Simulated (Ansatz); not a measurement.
# CF3NOZr: small, medium and large basis sets

One table from this session's results is given with a row withheld; the runs are named, their logs left out.

Program: Ansatz 0.2.0, Gaussian basis. Level of theory: one geometry, several basis sets. These are calculated values, not measurements.

Levels to be run: PBE0-D4/def2-SVP; ωB97M-V/def2-SVP; PBE0-D4/def2-QZVPP; ωB97M-V/def2-QZVPP; the functionals' def2-TZVPP values are taken from earlier runs.

## Structure used throughout

All runs share one geometry, relaxed beforehand with PBE0-D4 in a triple-zeta def2 set. Zr takes the def2 core potential; no spin-orbit term is included.

7 atoms, charge 0, spin multiplicity 1.

Atoms are counted from 1 here; the program's logs count them from 0.

Bond lengths: O1–C2 1.161 Å, C2–N3 1.204 Å, N3–Zr4 2.026 Å, Zr4–F5 1.892 Å, Zr4–F6 1.892 Å, Zr4–F7 1.892 Å. Angles: O1–C2–N3 180.0°, C2–N3–Zr4 179.7°, N3–Zr4–F5 109.7°, N3–Zr4–F6 109.7°, N3–Zr4–F7 109.7°, F5–Zr4–F6 109.3°, F5–Zr4–F7 109.2°, F6–Zr4–F7 109.2°.

Geometry (Å):

```
O     1.74287   -2.16364    1.75507
C     1.12733   -1.39763    1.13691
N     0.48877   -0.60290    0.49570
Zr   -0.58597    0.72714   -0.59034
F     0.58014    1.97289   -1.40838
F    -1.79038    1.64953    0.54080
F    -1.56275   -0.18539   -1.92976
```

Set-up of the first run:

Input file in.yaml:

```yaml
crystal:
  periodic: [false, false, false]
  atoms:
    - {symbol: O, position_ang: [1.742874, -2.163635, 1.755073]}
    - {symbol: C, position_ang: [1.127330, -1.397634, 1.136908]}
    - {symbol: N, position_ang: [0.488772, -0.602901, 0.495703]}
    - {symbol: Zr, position_ang: [-0.585966, 0.727141, -0.590340]}
    - {symbol: F, position_ang: [0.580139, 1.972894, -1.408383]}
    - {symbol: F, position_ang: [-1.790384, 1.649529, 0.540801]}
    - {symbol: F, position_ang: [-1.562755, -0.185394, -1.929762]}
basis:
  gaussian: {orbitals: def2-SVP}
hamiltonian: {xc: pbe0, dispersion: d4}
output: {orbitals: {seedname: orbitals}}
```

Run with:

```sh
$ ansatz run in.yaml --threads 4 --pin off --events-out ev --progress --plain --max-ram 10444MiB
```

Among the steps run: PBE0-D4 in def2-SVP; ωB97M-V in def2-SVP; PBE0-D4 in def2-QZVPP; ωB97M-V in def2-QZVPP.

One of the session's tables, all rows but one given; the rest of the session is left out.

It belongs to the step «Functionals by basis». 

```
functional       basis  HOMO (eV)  LUMO (eV)
   PBE0-D4    def2-SVP      -9.29      -1.71
   PBE0-D4  def2-TZVPP      -9.37      -1.77
   PBE0-D4  def2-QZVPP          ?          ?
   ωB97M-V    def2-SVP     -11.47       0.41
   ωB97M-V  def2-TZVPP     -11.58       0.22
   ωB97M-V  def2-QZVPP     -11.60       0.13
```

**Question.** Estimate the row for PBE0-D4, def2-QZVPP.

As computed: HOMO (eV): -9.38; LUMO (eV): -1.77. In the column «HOMO (eV)» it lies between ωB97M-V, def2-SVP (-11.47) and PBE0-D4, def2-TZVPP (-9.37).
